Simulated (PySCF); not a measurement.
**[Ti2F]+: singlet, from a linear start**

Aim: relax [Ti2F]+ as a singlet from a linear start, check by its vibrations whether the end is a minimum, and collect its spectrum and constants.

Method: PBE0, basis F def2-SVP, Ti def2-SVP, no relativity, density fitting; program: PySCF 2.14.0.

## Step 1: The starting structure

3 atoms, charge 1, spin multiplicity 1.

Bond lengths: F1–Ti2 1.960 Å, F1–Ti3 1.960 Å. Angles: Ti2–F1–Ti3 180.0°.

Coordinates in bohr (charge 1 multiplicity 1):
```
F     0.0000    0.0000    0.0000
Ti    0.0000    0.0000    3.7039
Ti    0.0000    0.0000   -3.7039
```

## Step 2: The SCF at the typed geometry

The steps below are one call of a driver around PySCF. For each, scf.py gives the equivalent set-up of the SCF; relaxations use the driver's own optimiser. After this first run the driver tries any further starts and a stability analysis.

File scf.py:

```python
from pyscf import gto, scf, dft
mol = gto.M(atom='''
F      0.000000     0.000000     0.000000
Ti     0.000000     0.000000     1.960000
Ti     0.000000     0.000000    -1.960000''',
    basis={'F': 'def2-SVP', 'Ti': 'def2-SVP'},
    charge=1, spin=0)
mf = dft.RKS(mol, xc='PBE0')
mf.grids.atom_grid = (50, 194)
aux = {'F': 'def2-universal-JKFIT', 'Ti': 'def2-universal-JKFIT'}
mf = mf.density_fit(auxbasis=aux)
mf.conv_tol = 1e-08
mf.diis_space = 10
mf.max_cycle = 60
mf.init_guess = 'minao'
mf.verbose = 4
mf.kernel()
```

Run with:

```bash
> OMP_NUM_THREADS=2 python axn.py task.json out
```

The runs that follow: Relaxing the singlet from the linear start; Vibrations and properties at this point; Downhill along the imaginary mode; Is it a minimum? Harmonic modes; A spin-polarised start; Is it a minimum? Harmonic modes.

**Question.** What will these runs give? Wanted: minimum; geometry; wavenumbers; dipole moment; highest occupied, lowest empty level; polar-tensor charge of F1; zero-point energy; ⟨S²⟩.

As calculated:

| quantity | value |
| --- | --- |
| minimum | broken-symmetry (Ms = 0), C2v |
| geometry | F–Ti 1.945 Å (×2), Ti–Ti 2.660 Å; F–Ti–Ti 46.8° (×2), Ti–F–Ti 86.3° |
| wavenumbers (cm⁻¹) | 176, 368, 535 |
| dipole moment (centre of mass) | 2.05 D |
| highest occupied, lowest empty level (either spin) | -9.59, -6.41 eV |
| polar-tensor charge of F1 | -0.36 e |
| zero-point energy | 6.5 kJ/mol |
| entropy at 298.15 K | 285.5 J/(mol K) |
| ⟨S²⟩ | 1.983 |

What this shows: From D∞h at the start the molecule goes to a C2v minimum, after a stop at a second-order saddle point 299.8 kJ/mol higher, from which it was pushed off along an imaginary mode. The determinant is spin-contaminated (⟨S²⟩ = 1.98 against 0.00), so it is no pure spin state. In the infrared the band at 535 cm⁻¹ leads. The density between F1 and Ti2 is low with small ELF, as in an ionic or closed-shell contact. The first SCF alone would have been 67 kJ/mol too high. Other starts or spin states, not run here, may lie lower. The SCF density has lower symmetry than the nuclear frame.
